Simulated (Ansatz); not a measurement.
# Li+ with SbH3: structure and interaction energy

One table from this session's results is given with a row withheld; the runs are named, their logs left out.

Method: PBE0-D4 structure, single points in def2-TZVPPD; program: Ansatz 0.2.0, Gaussian basis.

Levels: PBE-D4, revPBE-D4, BLYP-D4, r2SCAN-D4, B97M-V, PBE0-D4, B3LYP-D4, HSE06-D4, wB97X-V, wB97M-V, B2PLYP, Hartree-Fock, MP2, CCSD, CCSD(T). The reference is CCSD(T) extrapolated to the basis limit. For elements past Ar these valence bases correlate outer-core shells poorly, so that limit is rough.

Correlated methods freeze the cores. Filled d shells of the heavier atoms are correlated. Core potentials replace the inner electrons past krypton, and spin-orbit coupling is left out. The outer core shell of Li, Na, Mg and K is correlated. B3LYP uses VWN-RPA correlation. B2PLYP carries no dispersion term here.

163 further runs of the same task are left out: 163 set aside as unsound or not needed.

**Where the work starts**

The pair, from a GFN2-xTB docking trial: 5 atoms, charge 1, spin multiplicity 1.

Atoms are counted from 1 here; the program's logs count them from 0.

Bond lengths: Li1–H3 1.534 Å, Sb2–H3 2.047 Å, Sb2–H4 1.721 Å, Sb2–H5 1.693 Å. Angles: H3–Sb2–H4 82.5°, H3–Sb2–H5 86.2°, H4–Sb2–H5 87.9°, Li1–H3–Sb2 135.5°.

Geometry (Å):

```
Li    0.0338   -0.1280   -2.1186
Sb    0.5714    0.0391    1.1536
H     0.5484   -0.6539   -0.7727
H    -0.1913    1.4039    0.4337
H    -0.9624   -0.6611    1.3041
```

Atoms 1 to 1 are fragment A (Li+), the rest fragment B (SbH3).

Set-up of the first run:

The input, pre/in.yaml:

```yaml
crystal:
  periodic: [false, false, false]
  atoms:
    - {symbol: Li, position_ang: [0.033800, -0.128000, -2.118600]}
    - {symbol: Sb, position_ang: [0.571400, 0.039100, 1.153600]}
    - {symbol: H, position_ang: [0.548400, -0.653900, -0.772700]}
    - {symbol: H, position_ang: [-0.191300, 1.403900, 0.433700]}
    - {symbol: H, position_ang: [-0.962400, -0.661100, 1.304100]}
basis:
  gaussian: {orbitals: def2-SVP}
total_charge: 1
hamiltonian: {xc: pbe, dispersion: d4}
relax: {f_tol: 0.03, max_steps: 250}
```

On the command line:

```bash
> ansatz run in.yaml --threads 2 --pin off --events-out ev --progress --plain --max-ram 5222MiB
```

Steps of the session up to this table: A first relaxation in a small basis; Relaxation at PBE0-D4; wB97X-V/def2-TZVPPD; wB97M-V/def2-TZVPPD; B2PLYP/def2-TZVPPD; B97M-V/def2-TZVPPD; CCSD(T)/def2-TZVPPD; SPW92/def2-SVP; wB97M-V/def2-SVP; CCSD(T)/def2-SVP; Vibrations of the pair.

One of the session's tables, all rows but one given; the rest of the session is left out.

```
      method  interaction (meV)
      PBE-D4              -1005
   revPBE-D4               -993
     BLYP-D4              -1000
   r2SCAN-D4               -886
      B97M-V               -922
     PBE0-D4               -986
    B3LYP-D4               -994
    HSE06-D4               -985
     wB97X-V               -943
     wB97M-V               -956
      B2PLYP               -947
Hartree-Fock               -852
         MP2                  ?
        CCSD               -863
     CCSD(T)               -862
 CCSD(T)/CBS               -929
```

**Question.** Estimate the row for MP2.

The run gave: interaction (meV): -888. In the column «interaction (meV)» it lies between B97M-V (-922) and r2SCAN-D4 (-886).
